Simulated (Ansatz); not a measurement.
**C2H6BNOS: one species, many methods**

An exercise on one series of results from a longer session: the logs are not shown, and one member is left open.

Method: functionals in def2-TZVPP, the program's frozen cores in correlated methods; program: Ansatz 0.2.0, Gaussian basis.

Plan: PBE-D4, r2SCAN-D4, PBE0-D4, B3LYP-D4, ωB97X-V, ωB97M-V, B2PLYP; CCSD(T)/def2-TZVPP; MP2/def2-QZVPP; extrapolation to the limit.

## The relaxed structure

An earlier PBE0-D4 in a triple-zeta def2 set relaxation fixed the geometry.

12 atoms, charge 0, spin multiplicity 1.

Atoms are counted from 1 here; the program's logs count them from 0.

Bond lengths: B1–C2 1.476 Å, B1–H7 1.192 Å, B1–H8 1.205 Å, C2–N3 1.481 Å, C2–C4 1.406 Å, N3–H9 1.017 Å, N3–H10 1.017 Å, N3–H12 1.061 Å, C4–O5 1.331 Å, C4–S6 1.687 Å, O5–H11 0.966 Å. Angles: C2–B1–H7 121.1°, C2–B1–H8 119.0°, H7–B1–H8 119.9°, B1–C2–N3 120.2°, B1–C2–C4 129.9°, N3–C2–C4 110.0°, C2–N3–H9 112.1°, C2–N3–H10 112.1°, C2–N3–H12 103.9°, H9–N3–H10 108.5°, H9–N3–H12 110.1°, H10–N3–H12 110.0°, C2–C4–O5 115.8°, C2–C4–S6 124.1°, O5–C4–S6 120.1°, C4–O5–H11 106.9°.

The first run:

The input, in.yaml:

```yaml
crystal:
  periodic: [false, false, false]
  atoms:
    - {symbol: B, position_ang: [0.900062, -1.307483, -0.673831]}
    - {symbol: C, position_ang: [0.180244, -0.198039, -0.019215]}
    - {symbol: N, position_ang: [0.527066, 0.200563, 1.364466]}
    - {symbol: C, position_ang: [-0.857309, 0.615060, -0.507532]}
    - {symbol: O, position_ang: [-1.262318, 0.355088, -1.748804]}
    - {symbol: S, position_ang: [-1.581350, 1.856000, 0.376701]}
    - {symbol: H, position_ang: [0.635432, -1.642622, -1.786516]}
    - {symbol: H, position_ang: [1.769187, -1.878841, -0.066008]}
    - {symbol: H, position_ang: [1.492073, 0.512260, 1.443177]}
    - {symbol: H, position_ang: [0.376625, -0.553837, 2.029953]}
    - {symbol: H, position_ang: [-1.969136, 0.981632, -1.949647]}
    - {symbol: H, position_ang: [-0.133475, 1.004919, 1.571355]}
basis:
  gaussian: {orbitals: def2-TZVPP}
hamiltonian: {xc: pbe, dispersion: d4}
output: {forces: true, orbitals: {seedname: orbitals}}
```

On the command line:

```
$ ansatz run in.yaml --threads 4 --pin off --events-out ev --progress --plain --max-ram 10444MiB
```

Steps of the session up to this table: PBE-D4 (GGA); r2SCAN-D4 (meta-GGA); PBE0-D4 (hybrid); B3LYP-D4 (hybrid); ωB97X-V (range-separated); ωB97M-V (range-separated); B2PLYP (double hybrid); CCSD(T) in def2-TZVPP; MP2 in def2-QZVPP.

One table of the session follows, with a row left open; its other results are not shown here.

| method | atomisation energy (eV) |
| --- | --- |
| PBE-D4 | 48.943 |
| r2SCAN-D4 | 47.488 |
| PBE0-D4 | 47.611 |
| B3LYP-D4 | 47.258 |
| ωB97X-V | 47.182 |
| ωB97M-V | 47.377 |
| B2PLYP | ? |
| HF/def2-TZVPP | 32.339 |
| MP2/def2-TZVPP | 46.668 |
| CCSD/def2-TZVPP | 44.484 |
| CCSD(T)/def2-TZVPP | 45.470 |
| MP2/CBS | 48.074 |
| CCSD(T)/CBS | 46.876 |

Estimate the missing values for B2PLYP.

**Answer.** atomisation energy (eV): 46.605. In the column «atomisation energy (eV)» it lies between CCSD(T)/def2-TZVPP (45.470) and MP2/def2-TZVPP (46.668).

Caveats from the session: Free atoms (1 B, 2 C, 1 N, 1 O, 1 S, 6 H) were run apart at each level; the atomisation energy is their sum less the molecule, without zero-point or spin-orbit terms.
